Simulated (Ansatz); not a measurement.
# ZrCl6: the cost of one run

Program: Ansatz 0.2.0. Level of theory: DFT PBE, scalar-relativistic, plane waves, PAW. These are calculated values, not measurements.

1 further run of the same task is left out (it didn't finish).

## 1. The system as given

The structure is hexagonal, space group P6/mmm (No. 191). Conventional cell: a = 5.933 Å, b = 5.933 Å, c = 5.027 Å, α = 90.00°, β = 90.00°, γ = 120.00°. Around Zr (site symmetry 6/mmm) lie 12 Cl at 3.20 Å. Around Cl (site symmetry m2m) lie 3 Cl at 1.97 to 1.98 Å.

As a file:

```cif
data_structure
_symmetry_space_group_name_H-M 'P 1'
_symmetry_Int_Tables_number 1
_cell_length_a 5.9327
_cell_length_b 5.9327
_cell_length_c 5.0271
_cell_angle_alpha 90.000
_cell_angle_beta 90.000
_cell_angle_gamma 120.000
_cell_volume 153.23
loop_
_atom_site_label
_atom_site_type_symbol
_atom_site_fract_x
_atom_site_fract_y
_atom_site_fract_z
_atom_site_occupancy
Zr1 Zr 0.00000 0.00000 0.00000 1
Cl1 Cl 0.00000 0.33361 0.50000 1
Cl2 Cl 0.66639 0.66639 0.50000 1
Cl3 Cl 0.33361 0.00000 0.50000 1
Cl4 Cl 0.00000 0.66639 0.50000 1
Cl5 Cl 0.33361 0.33361 0.50000 1
Cl6 Cl 0.66639 0.00000 0.50000 1
```

A structure generator made this guess: species swapped into a database cell of LiC6 (P6/mmm, No. 191), with Zr on the Li sites and Cl on the C sites. Lengths come from tabulated atomic sizes and are only a guess.

## 2. Probe: one point on a coarse mesh

The input, input.yaml:

```yaml
crystal:
  lattice:
    - [5.93270791, 0.0, 0.0]
    - [-2.96635396, 5.13787576, 0.0]
    - [0.0, 0.0, 5.02711455]
  atoms:
    - { symbol: Zr, position: [0.0, 0.0, 0.0] }
    - { symbol: Cl, position: [0.0, 0.33361241, 0.5] }
    - { symbol: Cl, position: [0.66638759, 0.66638759, 0.5] }
    - { symbol: Cl, position: [0.33361241, 0.0, 0.5] }
    - { symbol: Cl, position: [0.0, 0.66638759, 0.5] }
    - { symbol: Cl, position: [0.33361241, 0.33361241, 0.5] }
    - { symbol: Cl, position: [0.66638759, 0.0, 0.5] }
basis:
  ecutwfc: 420
kpoints:
  mp_grid: { grid: [3, 3, 4] }
hamiltonian:
  xc: pbe
scf:
  occupations: { method: gaussian, width: 0.1 }
  lower_state_search: "off"
output:
  forces: true
  stress: true
  eigenvalues: true
```

The run is started by

```sh
$ ansatz run input.yaml --threads 1 --pin off --max-ram 2048MiB --backend cpu --events-out ev --progress --plain --runs-dir out
```

Q: Estimate wall time and peak memory on 1 thread of Arm Neoverse V1, shared host.

About 4.7 s, with a peak of 0.37 GiB.
